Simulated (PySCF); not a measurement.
# C3H4BF3S: electronic excitations

Aim: predict the electronic excitations of C3H4BF3S (`CS/C=C(/F)B(F)F`).

Computed with PySCF 2.14.0, with density-fitted response routines of our own, on a single molecule in the gas phase. Atoms are numbered from 0 throughout.

### 1 Starting geometry

12 atoms, charge 0, multiplicity 1; geometry from: GFN2-xTB.

Bonds of the start (Å): C0–S1 1.82, S1–C2 1.72, C2–C3 1.35, C3–F4 1.37, C3–B5 1.54, B5–F6 1.32, B5–F7 1.32, C0–H8 1.09, C0–H9 1.08, C0–H10 1.09, C2–H11 1.08.

### 2 Excited states and response: CAM-B3LYP/def2-SVPD

The job: settings as JSON, then the geometry in Å.

```
{"job": {"kind": "uv", "xc": "CAM-B3LYP", "basis": "def2-SVPD", "nstates": 8, "ntriplets": 3}, "charge": 0, "multiplicity": 1}
C     -2.398891     0.098664     0.585586
S     -0.958245     0.679199    -0.372464
C      0.244350    -0.366938     0.276655
C      1.546272    -0.381328    -0.078761
F      2.306549    -1.308203     0.580899
B      2.261602     0.502547    -1.120334
F      3.543700     0.412966    -1.400899
F      1.605174     1.423107    -1.805551
H     -2.221388     0.256327     1.644700
H     -3.246303     0.693303     0.261391
H     -2.582053    -0.949609     0.372076
H     -0.099569    -1.060721     1.030677
```

Level: TDDFT CAM-B3LYP/def2-SVPD, vertical, gas phase, core orbitals frozen in the response.

Started as:

```console
> OMP_NUM_THREADS=1 python probes_run.py task.json out
```

One launch serves the whole session: the jobs run in the order shown.

Output:

```text
coarse grid: 11712 points
cycle   1  E = -838.6301884662  dE =  1.070e+00  |g| = 7.287e-01  |ddm| = 5.056e+00
cycle   2  E = -838.5942392584  dE =  3.595e-02  |g| = 9.350e-01  |ddm| = 1.792e+00
cycle   3  E = -838.7313184896  dE = -1.371e-01  |g| = 5.366e-02  |ddm| = 7.962e-01
cycle   4  E = -838.7318782473  dE = -5.598e-04  |g| = 2.422e-02  |ddm| = 1.691e-01
cycle   5  E = -838.7319837648  dE = -1.055e-04  |g| = 1.140e-02  |ddm| = 4.577e-02
cycle   6  E = -838.7320057962  dE = -2.203e-05  |g| = 1.493e-03  |ddm| = 1.200e-02
cycle   7  E = -838.7320063319  dE = -5.357e-07  |g| = 6.627e-04  |ddm| = 3.482e-03
final grid: 112880 points
cycle   8  E = -838.8295389686  dE = -4.587e-05  |g| = 3.954e-03  |ddm| = 6.883e-02
cycle   9  E = -838.8295387349  dE =  2.336e-07  |g| = 4.427e-03  |ddm| = 9.786e-03
cycle  10  E = -838.8295422301  dE = -3.495e-06  |g| = 4.863e-04  |ddm| = 3.902e-03
cycle  11  E = -838.8295422665  dE = -3.637e-08  |g| = 2.003e-04  |ddm| = 7.632e-04
cycle  12  E = -838.8295422748  dE = -8.271e-09  |g| = 5.082e-05  |ddm| = 3.161e-04
cycle  13  E = -838.8295422755  dE = -7.117e-10  |g| = 1.395e-05  |ddm| = 1.043e-04
converged SCF energy = -838.8295422755

Static polarisability (au): isotropic 75.767, principal 49.862 65.856 111.583

Singlet excitations
state   eV       nm        f      main configurations
  1   4.5016    275.4   0.28339   H->L 0.98
  2   5.5735    222.5   0.00061   H->L+1 0.40, H->L+2 0.27, H->L+4 0.19
  3   6.0757    204.1   0.00483   H->L+1 0.47, H->L+2 0.28, H->L+4 0.20
  4   6.2718    197.7   0.00244   H->L+4 0.36, H->L+2 0.24, H->L+3 0.21
  5   6.7396    184.0   0.00446   H->L+3 0.67, H->L+4 0.14, H->L+2 0.08
  6   6.9298    178.9   0.00045   H-2->L 0.88
  7   7.2182    171.8   0.04175   H-1->L 0.72, H->L+5 0.23
  8   7.2477    171.1   0.07633   H->L+5 0.74, H-1->L 0.23

Triplet excitations (Tamm-Dancoff, eV): 2.7992 5.2016 5.7313
```

It took 28 s on 1 thread of Intel Xeon 6975P-C, shared host; peak memory 0.93 GiB.

Frontier orbitals and where they lie:

```csv
orbital,eV,atoms
HOMO−3,-12.05,"F4 41 %, C3 18 %, B5 10 %"
HOMO−2,-11.11,"S1 55 %, C0 15 %, C2 12 %"
HOMO−1,-10.98,"C2 32 %, S1 26 %, C3 15 %"
HOMO,-7.93,"S1 44 %, C3 20 %, C2 13 %"
LUMO,-0.67,"C2 28 %, C3 21 %, B5 19 %"
LUMO+1,0.88,"S1 48 %, C0 17 %, H9 9 %"
LUMO+2,1.08,"B5 46 %, S1 21 %, C3 7 %"
```

With each of the 8 states as a Gaussian band of 0.4 eV half-width at 1/e, the curve within the window shown has maxima at 275 nm (ε 11,000), 171 nm (ε 4,800) L/(mol cm). Beyond the last state computed it falls off for lack of states. The curve at chosen wavelengths:

nm, ε (L/mol/cm) and a bar:
```
      164       2623 #######
      170       4754 ############
      176       3815 ##########
      182       1685 ####
      188        594 #
      195        325 #
      201        307 #
      207        258 
      213        172 
      219        100 
      225         73 
      231        141 
      237        448 #
      244       1468 ####
      250       3194 ########
      256       5656 ###############
      262       8344 ######################
      268      10486 ###########################
      274      11449 ##############################
      280      11048 #############################
      286       9567 #########################
      293       7179 ###################
      299       5135 #############
      305       3420 #########
      311       2139 #####
      317       1267 ###
```

Ground-state properties from the same run:

```
           property  computed
  dipole moment (D)      4.20
polarisability (Å³)     11.23
 HOMO–LUMO gap (eV)      7.26
      −ε(HOMO) (eV)      7.93
```

### 3 Outcome

```
                            quantity                        value
lowest singlet (CAM-B3LYP/def2-SVPD)  4.50 eV (275 nm), f = 0.283
                      lowest triplet                      2.80 eV
```

In words: The lowest singlet, at 4.50 eV, is HOMO→LUMO 0.98 and is bright. The lowest triplet lies 1.70 eV below the lowest singlet (triplets in Tamm-Dancoff, singlets in full TDDFT).
